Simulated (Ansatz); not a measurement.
# B2PLYP/STO-3G run of SnSe (SMILES [Se][Sn])

Aim: the energy change on altering one bond length of SnSe at B2PLYP/STO-3G, from 2 runs. 

The results are computed with Ansatz 0.2.0.

53 further runs of the same task are left out: 14 that didn't finish, 39 set aside as unsound or not needed.

### Step 1. The structure to begin with

SnSe: 2 atoms, total charge 0, spin state singlet. SMILES: `[Se][Sn]`. Geometry: a GFN2-xTB relaxation, a rough one for these elements and not checked as a minimum.

Bond lengths: Se1–Sn2 2.338 Å.

### Step 2. A single-point energy at B2PLYP/STO-3G

Input file run.yaml:

```yaml
crystal:
  periodic: [false, false, false]
  atoms:
    - {symbol: Se, position_ang: [0.000000, 0.000000, 0.000000]}
    - {symbol: Sn, position_ang: [0.000000, 0.000000, 2.338340]}
basis:
  gaussian: {orbitals: STO-3G}
accuracy: high
correlation: {frozen_orbitals: {Se: 9, Sn: 18}}
hamiltonian: {xc: {name: B2PLYP}}
total_charge: 0
```

Launch:

```
$ ansatz run run.yaml --threads 1 --pin off --max-ram 2610MiB --events-out events.jsonl --progress --plain --runs-dir runs
```

Standard output:

```text
Warning: RAYON_NUM_THREADS=1 ignored (pool sized by the plan → 1); use --threads N
Functional definition: B2PLYP
  name "B2PLYP"
  parameter a = 0.53
  parameter c = 0.27
  exchange = (1 - a)*b88_x + a*exact_x
  correlation = (1 - c)*lyp_c + c*(mp2_os + mp2_ss)
711 factors; integrals over basis functions are off by at most 1.0e-8 eV
mean field evaluation 1: about -226923.4550 eV, gradient 2.0e1 eV
mean field evaluation 2: about -226923.4719 eV, gradient 2.0e1 eV
mean field evaluation 4: about -226926.6685 eV, gradient 4.8e0 eV
mean field evaluation 8: about -226926.7805 eV, gradient 1.7e-3 eV
mean field evaluation 16: about -226926.7805 eV, gradient 1.4e-8 eV
mean field -226926.78045307 eV, -8339.4053651540 hartree, gradient 1.4e-8 eV, S^2 0.000000; 0 other end points of the search recorded, 0 dependent functions left out
27 core orbitals not correlated: weight in the atoms' cores, before any rotation towards them, 1.000 or more for the frozen orbitals, at most 0.000 for the correlated occupied ones
reference -226926.78047004 eV, -8339.4053657778 hartree; 15, 15 occupied and 3, 3 virtual orbitals, 711 factors
second order -2.93101180 eV of doubles, -0.00000000 eV of singles
Total energy: -226927.57184323 eV, -8339.4344482059 hartree
```

It took 3.3 s on 1 thread of Arm Neoverse V1, shared host; peak memory 0.14 GiB.

### Step 3. The distorted shape

Input file job.yaml:

```yaml
crystal:
  periodic: [false, false, false]
  atoms:
    - symbol: Se
      position_ang: [0.000000, 0.000000, -0.584560]
    - symbol: Sn
      position_ang: [0.000000, 0.000000, 2.338340]
basis:
  gaussian:
    orbitals: STO-3G
hamiltonian:
  xc: {name: B2PLYP}
correlation:
  frozen_orbitals: {Se: 9, Sn: 18}
accuracy: high
```

Launch:

```
$ ansatz run job.yaml --threads 1 --pin off --max-ram 2610MiB --events-out events.jsonl --progress --plain --runs-dir runs
```

Standard output (excerpt; [...] marks lines left out):

```text
Warning: RAYON_NUM_THREADS=1 ignored (pool sized by the plan → 1); use --threads N
Functional definition: B2PLYP
  name "B2PLYP"
[...]
687 factors; integrals over basis functions are off by at most 9.5e-9 eV
[...]
mean field -226923.61671103 eV, -8339.2890997786 hartree, gradient 3.4e-8 eV, S^2 0.000000; 0 other end points of the search recorded, 0 dependent functions left out; unrestricted orbitals would lower it
27 core orbitals not correlated: weight in the atoms' cores, before any rotation towards them, 1.000 or more for the frozen orbitals, at most 0.000 for the correlated occupied ones
reference -226923.61672884 eV, -8339.2891004332 hartree; 15, 15 occupied and 3, 3 virtual orbitals, 687 factors
second order -5.31445084 eV of doubles, -0.00000000 eV of singles
Total energy: -226925.05163057 eV, -8339.3418320990 hartree
```

Wall time 4.2 s (1 thread of Arm Neoverse V1, shared host); peak memory 0.16 GiB.

### Step 4. What came out

At B2PLYP/STO-3G, 27 core orbitals frozen:

```
                                                           quantity           value
                                          first shape: total energy  -8339.43445 Eh
                                      distorted shape: total energy  -8339.34183 Eh
energy change with the Se1–Sn2 bond stretched from 2.338 to 2.923 Å        2.520 eV
```

With the Se1–Sn2 bond stretched from 2.338 to 2.923 Å the energy rises by 2.52 eV (58 kcal/mol). The first shape isn't relaxed at this level, so the change isn't measured from a minimum. The minimal basis adds a large error of its own. Relativity is left out (first shape) although the molecule holds a heavy atom. The restricted solution (distorted shape) is unstable to spin breaking: an unrestricted one lies lower. Relativity is left out (distorted shape) although the molecule holds a heavy atom.
